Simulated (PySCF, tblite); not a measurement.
# C₈H₁₁P₂−: geometry, infrared bands and NMR shifts

Wanted: the infrared bands and NMR shifts of C₈H₁₁P₂− (`C=Cc1[p-]c(CC)pc1C`), by calculation.

Computed with tblite 0.8.0 and PySCF 2.14.0, with density-fitted response routines of our own, on a single molecule in the gas phase. Atoms are numbered from 0 throughout.

### 1 Starting geometry

21 atoms, charge -1, multiplicity 1; geometry from: force field or distance geometry start.

Bonds of the start (Å): C0–C1 1.33, C1–C2 1.47, C2–P3 1.76, P3–C4 1.73, C4–C5 1.48, C5–C6 1.52, C4–P7 1.79, P7–C8 1.93, C8–C9 1.49, C8–C2 1.28, C0–H10 1.07, C0–H11 1.11, C1–H12 1.06, C5–H13 1.11, C5–H14 1.12, C6–H15 1.10, C6–H16 1.11, C6–H17 1.12, C9–H18 1.10, C9–H19 1.10, C9–H20 1.13.

### 2 Geometry optimisation with GFN2-xTB

Job settings and geometry (Å):

```
{"job": {"kind": "relax", "xc": "GFN2-xTB", "basis": "xTB"}, "charge": -1, "multiplicity": 1}
C     -2.634000    -2.099900    -0.604800
C     -2.653500    -0.781200    -0.444000
C     -1.375500    -0.169500    -0.057200
P      0.109200    -1.088800     0.156000
C      1.403200    -0.033000     0.610800
C      2.793100    -0.466500     0.868200
C      3.656800    -0.458300    -0.378400
P      0.489000     1.505300     0.593700
C     -1.336900     1.094200     0.115200
C     -2.139100     2.345700     0.097600
H     -1.753700    -2.703000    -0.477700
H     -3.571100    -2.616100    -0.883800
H     -3.508400    -0.154100    -0.540100
H      2.777400    -1.480100     1.330200
H      3.218600     0.299400     1.560900
H      4.725500    -0.422500    -0.111700
H      3.390700    -1.274000    -1.081300
H      3.361800     0.480500    -0.911000
H     -2.683200     2.489400     1.041500
H     -2.773200     2.284200    -0.802700
H     -1.505800     3.265300    -0.081600
```

Run with:

```console
> OMP_NUM_THREADS=1 python probes_run.py task.json out
```

This one command runs all jobs of the session in turn.

**Question.** This job is followed by: GFN2-xTB harmonic vibrations, gas phase; GIAO PBE0/pcSseg-1 NMR shielding, non-relativistic, gas phase. What will the session give for the following? strongest single infrared mode (GFN2-xTB); zero-point energy (GFN2-xTB); ¹³C shifts against TMS (PBE0/pcSseg-1); ¹H shifts against TMS (PBE0/pcSseg-1, means over atoms taken as alike); ³¹P shifts against H3PO4 (PBE0/pcSseg-1).

The runs gave:

```
                                                              quantity                                                   value
                             strongest single infrared mode (GFN2-xTB)                                   2965 cm⁻¹, 154 km/mol
                                          zero-point energy (GFN2-xTB)                                          102.6 kcal/mol
                                ¹³C shifts against TMS (PBE0/pcSseg-1)  200.2, 160.0, 158.0, 144.5, 98.9, 33.9, 30.0, 18.5 ppm
¹H shifts against TMS (PBE0/pcSseg-1, means over atoms taken as alike)                  7.03, 5.94, 4.14, 2.97, 2.53, 1.19 ppm
                              ³¹P shifts against H3PO4 (PBE0/pcSseg-1)                                        182.3, 177.9 ppm
```

**Reading.** The optimisation took 74 steps and gained 2.266 eV; among the close pairs (by a distance rule), P7–C8 changed most, from 1.932 to 1.748 Å. All 57 modes are real, so the xTB geometry is a minimum. The strongest single mode, at 2965 cm⁻¹, moves mainly H15. Unscaled tight-binding wavenumbers are off by several per cent, some by more. Its intensities can rank the bands wrongly. At PBE0/pcSseg-1: Shielding is most anisotropic at P3 (span 391 ppm, paramagnetic term -838 ppm). NICS(1)zz of -19 ppm above the planar ring from C2 marks a diatropic (aromatic) ring current.
